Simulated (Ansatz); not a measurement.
Crystal: MgB.

```
Mg B
1.0
     2.89515    0.00000    0.00000
     0.00000    2.89515    0.00000
     0.00000    0.00000    2.89515
Mg B
1 1
Direct
  0.00000 0.00000 0.00000
  0.50000 0.50000 0.50000
```

The cell was built by a generator and needn't be a form met in nature.

```yaml
Program: Ansatz 0.2.0
Task: single point
Functional: PBE
Potentials_or_basis: all-electron LAPW, scalar-relativistic
Cutoff: 185 eV (chosen from the basis error)
Basis_error_allowed: 0.001 eV/atom
k_mesh: 9 × 9 × 9
Occupations: fermi-dirac, width 0.05 eV
Spin: no spin polarisation
```

On this cell: pressure 0.1 GPa; largest force zero by symmetry; band gap on the k mesh none (metal or under the smearing width).

The same run follows on a disturbed copy (atoms moved at random, drawn with an rms of 0.05 Å):

```
Mg B
1.0
     2.89515    0.00000    0.00000
     0.00000    2.89515    0.00000
     0.00000    0.00000    2.89515
Mg B
1 1
Direct
  0.99479 0.00429 0.99608
  0.50673 0.48562 0.50272
```

**Question.** What does the disturbed cell give?

**Answer.** The energy (extrapolated to zero smearing) moves by +4.7 meV/atom; pressure 0.3 GPa; largest force 0.277 eV/Å; band gap on the k mesh none (metal or under the smearing width).

Forces in eV/Å, atoms in the order of the input:
```
Mg   0.144 -0.223  0.080
B   -0.144  0.223 -0.080
```

Stress tensor (GPa, compression positive):
```
 0.31 -0.19  0.07
-0.19  0.22 -0.11
 0.07 -0.11  0.35
```
